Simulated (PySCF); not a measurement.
# KTe: basis, grid and Hamiltonian

Aim: see how much the energy and properties of KTe depend on the numerical set-up.

Computed with PySCF 2.14.0. Level: each script names its method and basis.

8 further runs of the same task are left out: 2 for a known fault of the program, 6 that didn't finish.

## (1) Starting geometry

KTe: 2 atoms, charge 0, spin multiplicity 2.

Bond lengths: K1–Te2 3.036 Å.

## (2) The run that the others are compared with

input.py reads:

```python
from pyscf import gto, dft

mol = gto.M(
    atom='K 0 0 0; Te 0 0 3.036',
    basis='sto-3g',
    charge=0,
    spin=1,
    verbose=3,
)
mf = dft.ROKS(mol, xc='b3pw91')
mf.kernel()
mf.dip_moment()
print('orbital energies (hartree):', mf.mo_energy[..., max(0, mol.nelec[1]-3):mol.nelec[0]+3].round(4))
```

On the command line:

```bash
OMP_NUM_THREADS=1 python input.py
```

Its log is not repeated here.

In short: E(SCF) = -7143.144427 Eh, μ = 7.77 D.

No relativity is included for the heavy element. The bond length is a typed value, not an optimised one.

## (3) Integration grid 1

Variant 1 changes integration grid: default → 1.

input.py reads:

```python
from pyscf import gto, dft

mol = gto.M(
    atom='K 0 0 0; Te 0 0 3.036',
    basis='sto-3g',
    charge=0,
    spin=1,
    verbose=3,
)
mf = dft.ROKS(mol, xc='b3pw91')
mf.grids.level = 1
mf.kernel()
mf.dip_moment()
print('orbital energies (hartree):', mf.mo_energy[..., max(0, mol.nelec[1]-3):mol.nelec[0]+3].round(4))
```

On the command line:

```bash
OMP_NUM_THREADS=1 python input.py
```

## (4) Spin-free X2C on

Variant 2 changes spin-free X2C: off → on.

Changes to input.py since step 2:

```diff
@@ -10,2 +10,3 @@
 mf = dft.ROKS(mol, xc='b3pw91')
+mf = mf.sfx2c1e()
 mf.kernel()
```

What does the calculation give? Wanted: for each run, E(SCF); from base; SCF dipole.

**Answer**, as computed:

```
               run  E(SCF) (hartree)  from base (eV)  SCF dipole (D)  functions
              base      -7143.144427               0            7.77         40
integration grid 1      -7143.144397         +0.0008            7.77         40
  spin-free X2C on      -7267.210618      -3376.0130            7.92         40
```

In words: Of the runs whose energies can be compared, “spin-free X2C on” moves the SCF energy most (-3376.013 eV). Scalar relativity lowers the total energy by 3376.01 eV, nearly all of it in the inner shells; a basis contracted without relativity catches only part of it.
